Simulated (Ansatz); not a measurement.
# CH5FOSi: molecular dynamics

Purpose: to follow the molecule's vibrations and see whether its bonds hold. The start is relaxed first. Runs: 500 steps of 0.5 fs under a Langevin thermostat at 700 K. SMILES of the start: CO[SiH2]F.

Method: RKS r2SCANh/6-31G, in Ansatz 0.2.0.

## Step 1: The structure to begin with

Bond lengths: Si1–F2 1.590 Å, Si1–O3 1.680 Å, O3–C4 1.420 Å, C4–H5 1.110 Å, C4–H6 1.110 Å, C4–H7 1.110 Å, Si1–H8 1.459 Å, Si1–H9 1.459 Å. Angles: F2–Si1–O3 109.4°, F2–Si1–H8 109.5°, F2–Si1–H9 109.5°, O3–Si1–H8 109.5°, O3–Si1–H9 109.5°, H8–Si1–H9 109.5°, Si1–O3–C4 125.0°, O3–C4–H5 109.5°, O3–C4–H6 109.5°, O3–C4–H7 109.5°, H5–C4–H6 109.4°, H5–C4–H7 109.4°, H6–C4–H7 109.4°.

As a file:

```xyz
9

Si    0.0000    0.0000    0.0000
F     0.0000    0.0000    1.5900
O     1.5842    0.0000   -0.5594
C     2.3503   -1.1632   -0.8360
H     1.7187   -1.9052   -1.3675
H     3.2179   -0.8926   -1.4733
H     2.7141   -1.6023    0.1163
H    -0.6877    1.1914   -0.4862
H    -0.6877   -1.1914   -0.4862
```

## Step 2: Preparing the start

The input, input.yaml:

```yaml
crystal:
  periodic: [false, false, false]
  atoms:
    - { symbol: Si, position_ang: [0.0, 0.0, 0.0] }
    - { symbol: F, position_ang: [0.0, 0.0, 1.59] }
    - { symbol: O, position_ang: [1.5842, 0.0, -0.5594] }
    - { symbol: C, position_ang: [2.3503, -1.1632, -0.836] }
    - { symbol: H, position_ang: [1.7187, -1.9052, -1.3675] }
    - { symbol: H, position_ang: [3.2179, -0.8926, -1.4733] }
    - { symbol: H, position_ang: [2.7141, -1.6023, 0.1163] }
    - { symbol: H, position_ang: [-0.6877, 1.1914, -0.4862] }
    - { symbol: H, position_ang: [-0.6877, -1.1914, -0.4862] }
basis:
  gaussian: { orbitals: "6-31G" }
hamiltonian:
  xc: r2scanh
relax:
  f_tol: 0.02
  max_steps: 40
```

Launch:

```
> ansatz run input.yaml --threads 1 --pin off --max-ram 2048MiB --backend cpu --events-out ev --progress --plain --runs-dir out
```

After this run come: The run.

**Question.** What will these runs give? Wanted: relaxation of the start; temperature, first and last step; temperature, second half; potential energy, second half; bonds formed or broken.

**Answer**, as computed:

```
                        quantity                          value
         relaxation of the start        5 moves, 0.283 eV lower
                          length            500 steps of 0.5 fs
temperature, first and last step                  622 and 429 K
        temperature, second half  mean 373 K, from 248 to 503 K
   potential energy, second half    +25 meV/atom from the start
          bonds formed or broken                              0
```

**Reading.** Against a set 700 K the second half averages 373 K with a spread of 54 K; 25 meV/atom has gone into potential energy, and a thermostat that acts over some 1000 fs has not made it up in 250 fs. No bond forms or breaks. A run of 250 fs with 9 atoms shows the motion but fixes no equilibrium value. The nuclei move classically, without zero-point motion, which matters most for hydrogen. The basis is very small, so the numbers are rough.
